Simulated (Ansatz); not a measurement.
**Cl2H2NSi radical: small, medium and large basis sets**

An exercise on one series of results from a longer session: the logs are not shown, and one member is left open.

Program: Ansatz 0.2.0, Gaussian basis. Level of theory: one geometry, several basis sets. These are calculated values, not measurements.

Levels to be run: PBE0-D4/def2-SVP; ωB97M-V/def2-SVP; PBE0-D4/def2-QZVPP; ωB97M-V/def2-QZVPP; the functionals' def2-TZVPP values are taken from earlier runs.

### The geometry

The geometry comes from an earlier relaxation with PBE0-D4 in a triple-zeta def2 set; it is a stationary point.

SMILES `[NH][SiH](Cl)Cl`, 6 atoms, charge 0, spin multiplicity 2.

Atoms are counted from 1 here; the program's logs count them from 0.

Bond lengths: N1–Si2 1.734 Å, N1–H5 1.023 Å, Si2–Cl3 2.043 Å, Si2–Cl4 2.043 Å, Si2–H6 1.469 Å. Angles: Si2–N1–H5 113.3°, N1–Si2–Cl3 109.1°, N1–Si2–Cl4 109.2°, N1–Si2–H6 110.8°, Cl3–Si2–Cl4 110.5°, Cl3–Si2–H6 108.6°, Cl4–Si2–H6 108.6°.

The first run:

The input, in.yaml:

```yaml
crystal:
  periodic: [false, false, false]
  atoms:
    - {symbol: N, position_ang: [1.403695, -0.215463, -0.163592]}
    - {symbol: Si, position_ang: [-0.240988, 0.041944, 0.320760]}
    - {symbol: Cl, position_ang: [-0.912260, 1.791221, -0.492523]}
    - {symbol: Cl, position_ang: [-1.382387, -1.527253, -0.317195]}
    - {symbol: H, position_ang: [1.520576, -0.288282, -1.176902]}
    - {symbol: H, position_ang: [-0.346437, 0.133932, 1.783153]}
basis:
  gaussian: {orbitals: def2-SVP}
magnetization: {spin_polarized: true, initial_magnetization: 1}
hamiltonian: {xc: pbe0, dispersion: d4}
output: {orbitals: {seedname: orbitals}}
```

Among the steps run: PBE0-D4 in def2-SVP; ωB97M-V in def2-SVP; PBE0-D4 in def2-QZVPP; ωB97M-V in def2-QZVPP.

One of the session's tables, all rows but one given; the rest of the session is left out.

It belongs to the step «Density functionals: the series». 

```
functional       basis  HOMO (eV)  LUMO (eV)
   PBE0-D4    def2-SVP      -8.41      -3.95
   PBE0-D4  def2-TZVPP      -8.63      -4.12
   PBE0-D4  def2-QZVPP      -8.67      -4.17
   ωB97M-V    def2-SVP     -10.69      -1.78
   ωB97M-V  def2-TZVPP          ?          ?
   ωB97M-V  def2-QZVPP     -10.99      -2.12
```

**Question.** Estimate the row for ωB97M-V, def2-TZVPP.

As computed: HOMO (eV): -10.94; LUMO (eV): -2.05. In the column «HOMO (eV)» it lies between ωB97M-V, def2-QZVPP (-10.99) and ωB97M-V, def2-SVP (-10.69).
